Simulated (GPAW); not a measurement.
AgAu3:

```
CELL_PARAMETERS angstrom
4.12163 0.00000 0.00000
0.00000 4.12163 0.00000
0.00000 0.00000 4.12163
ATOMIC_POSITIONS crystal
Au 0.00000 0.00000 0.50000
Au 0.00000 0.50000 0.00000
Au 0.50000 0.00000 0.00000
Ag 0.50000 0.50000 0.50000
```

The cell comes from a database or a generator and needn't be the stable form of this composition.

| Property | Result |
| --- | --- |
| Program | GPAW 26.7.0 |
| Task | single point |
| Functional | PBEsol |
| Potentials or basis | PAW data sets generated in the run's folder for this functional |
| Cutoff | 600 eV |
| Basis | pw |
| k mesh | 7 × 7 × 7 |
| Occupations | fermi-dirac, width 0.05 eV |
| Spin | no spin polarisation |

On this cell: pressure -3.7 GPa; largest force zero by symmetry; band gap on the k mesh none (metal or under the smearing width).

The same run follows on a disturbed copy (atoms moved at random, drawn with an rms of 0.05 Å):

```xyz
4
Lattice="4.1216 0.0000 0.0000 0.0000 4.1216 0.0000 0.0000 0.0000 4.1216" Properties=species:S:1:pos:R:3 pbc="T T T"
Au   -0.0084   -0.0235    2.0943
Au   -0.0354    2.0413   -0.0074
Au    2.0667   -0.0328    0.0070
Ag    2.0743    2.0300    2.0158
```

What does the disturbed cell give?

The energy (extrapolated to zero smearing) moves by +3.9 meV/atom; pressure -3.5 GPa; largest force 0.295 eV/Å; band gap on the k mesh none (metal or under the smearing width).

Forces in eV/Å, atoms in the order of the input:
```
Au   0.138  0.000 -0.174
Au   0.276 -0.053  0.018
Au  -0.205  0.047 -0.052
Ag  -0.209  0.006  0.208
```

Stress tensor (GPa, compression positive):
```
-3.52 -0.03 -0.12
-0.03 -3.44 -0.03
-0.12 -0.03 -3.49
```

Caveats: with this Au data set, volumes or pressures lay over 1.5 % or 2 GPa off other programs in two to four cells of ten.
